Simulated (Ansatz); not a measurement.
# Hg3PdBr3Cl2: the cost of one run

Program: Ansatz 0.2.0. Level of theory: DFT PBE, scalar-relativistic, plane waves, PAW, unless a step names another level. These are calculated values, not measurements.

8 further runs of the same task are left out: 4 that didn't finish, 4 set aside as unsound or not needed.

## (1) The starting structure

Symmetry: P4/mmm, No. 123, tetragonal system. The conventional cell has a = 5.416 Å, b = 5.416 Å, c = 10.422 Å, α = 90.00°, β = 90.00°, γ = 90.00°. Around Hg (site symmetry mmm) lie 2 Pd at 2.71 Å. Around Hg (site symmetry 4/mmm) lie 2 Cl at 2.29 Å. Around Pd (site symmetry 4/mmm) lie 2 Br at 2.48 Å and 4 Hg at 2.71 Å. Around Br (site symmetry 4mm) lie 1 Pd at 2.48 Å and 1 Br at 2.73 Å. Br (site symmetry 4/mmm) is surrounded by 2 Br at 2.73 Å. Cl (site symmetry 4mm) has 1 Hg at 2.29 Å as nearest neighbours.

Coordinates:

```
CELL_PARAMETERS angstrom
5.41557 0.00000 0.00000
0.00000 5.41557 0.00000
0.00000 0.00000 10.42216
ATOMIC_POSITIONS crystal
Hg 0.00000 0.50000 0.00000
Hg 0.50000 0.00000 0.00000
Hg 0.50000 0.50000 0.50000
Pd 0.00000 0.00000 0.00000
Br 0.00000 0.00000 0.23783
Br 0.00000 0.00000 0.76217
Br 0.00000 0.00000 0.50000
Cl 0.50000 0.50000 0.71987
Cl 0.50000 0.50000 0.28013
```

It came out lowest among 21 distinct ends of the trial cells. At a tolerance of 0.05 Å it has space group P4/mmm (No. 123).

## (2) A stricter relaxation, on the response runs' mesh and smearing

Contents of input.yaml:

```yaml
crystal:
  lattice:
    - [5.4155714827, 0.0, 0.0]
    - [0.0, 5.4155714827, 0.0]
    - [0.0, 0.0, 10.4221629877]
  atoms:
    - { symbol: Hg, position: [0.0, 0.5, 0.0] }
    - { symbol: Hg, position: [0.5, 0.0, 0.0] }
    - { symbol: Hg, position: [0.5, 0.5, 0.5] }
    - { symbol: Pd, position: [0.0, 0.0, 0.0] }
    - { symbol: Br, position: [0.0, 0.0, 0.237830795] }
    - { symbol: Br, position: [0.0, 0.0, 0.762169205] }
    - { symbol: Br, position: [0.0, 0.0, 0.5] }
    - { symbol: Cl, position: [0.5, 0.5, 0.7198655482] }
    - { symbol: Cl, position: [0.5, 0.5, 0.2801344518] }
basis:
  ecutwfc: 420
kpoints:
  mp_grid: { grid: [6, 6, 4] }
hamiltonian:
  xc: pbe
scf:
  occupations: { method: gaussian, width: 0.1 }
output:
  forces: true
  stress: true
  eigenvalues: true
relax:
  adjacent_minimum: "off"
  f_tol: 0.001
  max_steps: 60
  cell: { stress_tol: 0.01 }
```

Run with:

```
$ ansatz run input.yaml --threads 3 --pin off --max-ram 7680MiB --backend cpu --events-out ev --progress --plain --runs-dir out
```

**Question.** How long does this run take on 3 threads of Arm Neoverse V2, shared host, and how much memory does it need?

About 27 s, with a peak of 0.95 GiB.
